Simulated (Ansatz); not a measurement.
**Lu2Ag2O4, 8 atoms: a scaling test**

Aim: measure how long a relaxation at r2SCAN takes on Lu2Ag2O4, and how the time changes with the share of the machine.

Program: Ansatz 0.2.0 (relaxation, r2SCAN, plane waves PAW). Host: Intel Xeon 6975P-C (Granite Rapids), 96 cores, 190 hardware threads, 362 GiB; it was booked for these runs alone, one at a time. Each run is timed once from launch to exit, start-up included.

### 1 What is computed

The cell holds 8 atoms in 122 Å³, 2×1×1 copies of a database cell, with the atoms displaced at random so that no symmetry is left.

### 2 First run

The input, input.yaml:

```yaml
crystal:
  lattice:
    - [3.373604, 1.947752, 12.393262]
    - [-1.686802, 0.973876, 6.196631]
    - [0.000000, -1.947751, 6.196631]
  atoms:
    - { symbol: Lu, position: [0.252839, 0.495948, 0.492228] }
    - { symbol: Ag, position: [0.000633, 0.006162, -0.007964] }
    - { symbol: O, position: [0.446519, 0.885963, 0.889168] }
    - { symbol: O, position: [0.061784, 0.107902, 0.116622] }
    - { symbol: Lu, position: [0.753272, 0.497888, 0.497906] }
    - { symbol: Ag, position: [0.500187, 0.005655, 0.009426] }
    - { symbol: O, position: [0.943450, 0.887098, 0.880713] }
    - { symbol: O, position: [0.549804, 0.105625, 0.113415] }
kpoints:
  mp_grid: { grid: [3, 6, 6] }
hamiltonian:
  xc: r2scan
scf:
  occupations: { method: fixed }
relax:
  f_tol: 0.03
  max_steps: 45
  escape_saddle: false
```

Launch:

```
$ ansatz run input.yaml --backend cpu --events-out ev --progress --plain --runs-dir out
```

### 3 On 32 threads

input.yaml is that of step 2.

(Steps that only read results are left out.)

Q: Predict the timings and the best choice. Wanted: reference; fastest over threads; speed-up from 32 to 96 threads.

As calculated:

| quantity | value |
| --- | --- |
| reference | 3.3 s on 96 threads |
| fastest over threads | 3.3 s on 96 |
| speed-up from 32 to 96 threads | 1.7 (58 % efficient) |

What this shows: Going from 32 to 96 threads cuts the time by a factor of 1.7, 58 % of the ideal. In the reference run the eigensolver takes 43 % of the time. The figures hold for this build, input and host.
